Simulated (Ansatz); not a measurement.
**C₂H₆AgN: small, medium and large basis sets**

Aim: see how fast density functionals converge with the basis set for C₂H₆AgN.

The runs use Ansatz 0.2.0, Gaussian basis; one geometry, several basis sets.

The runs, in order: PBE0-D4/def2-SVP; ωB97M-V/def2-SVP; PBE0-D4/def2-QZVPP; ωB97M-V/def2-QZVPP; the functionals' def2-TZVPP values are taken from earlier runs.

## 1. Structure used throughout

All runs share one geometry, relaxed beforehand with PBE0-D4 in a triple-zeta def2 set. Ag takes the def2 core potential; no spin-orbit term is included.

10 atoms, charge 0, spin multiplicity 1.

Atoms are counted from 1 here; the program's logs count them from 0.

Bond lengths: C1–N2 1.441 Å, C1–H5 1.092 Å, C1–H6 1.104 Å, C1–H7 1.104 Å, N2–C3 1.441 Å, N2–Ag4 2.063 Å, C3–H8 1.092 Å, C3–H9 1.104 Å, C3–H10 1.104 Å. Angles: N2–C1–H5 111.0°, N2–C1–H6 115.0°, N2–C1–H7 108.9°, H5–C1–H6 108.1°, H5–C1–H7 107.4°, H6–C1–H7 106.2°, C1–N2–C3 110.0°, C1–N2–Ag4 113.9°, C3–N2–Ag4 113.9°, N2–C3–H8 111.0°, N2–C3–H9 115.0°, N2–C3–H10 108.9°, H8–C3–H9 108.1°, H8–C3–H10 107.4°, H9–C3–H10 106.2°.

## 2. PBE0-D4 in def2-SVP

Contents of in.yaml:

```yaml
crystal:
  periodic: [false, false, false]
  atoms:
    - {symbol: C, position_ang: [-0.159838, 1.039463, -0.564947]}
    - {symbol: N, position_ang: [-0.317171, -0.387792, -0.443174]}
    - {symbol: C, position_ang: [0.573793, -0.897732, 0.568153]}
    - {symbol: Ag, position_ang: [-2.274837, -0.997088, -0.217347]}
    - {symbol: H, position_ang: [-0.815237, 1.440157, -1.341734]}
    - {symbol: H, position_ang: [-0.340233, 1.609127, 0.363758]}
    - {symbol: H, position_ang: [0.879584, 1.260616, -0.864237]}
    - {symbol: H, position_ang: [0.480918, -1.982360, 0.660127]}
    - {symbol: H, position_ang: [0.441696, -0.455675, 1.571491]}
    - {symbol: H, position_ang: [1.614527, -0.680015, 0.270910]}
basis:
  gaussian: {orbitals: def2-SVP}
hamiltonian: {xc: pbe0, dispersion: d4}
output: {orbitals: {seedname: orbitals}}
```

Command:

```sh
> ansatz run in.yaml --threads 4 --pin off --events-out ev --progress --plain --max-ram 10444MiB
```

After this run come: ωB97M-V in def2-SVP; PBE0-D4 in def2-QZVPP; ωB97M-V in def2-QZVPP.

Q: Predict the results of all the runs planned. Wanted: PBE0-D4: double and triple zeta above quadruple; ωB97M-V: double and triple zeta above quadruple.

The runs gave:

```
                                       quantity          value
PBE0-D4: double and triple zeta above quadruple  5.36, 0.29 eV
ωB97M-V: double and triple zeta above quadruple  5.63, 0.29 eV
```

In words: PBE0-D4 gains 5.07 eV from double to triple zeta, then 0.29 eV more. Total energies overstate the basis error of differences, where much of it tends to cancel.
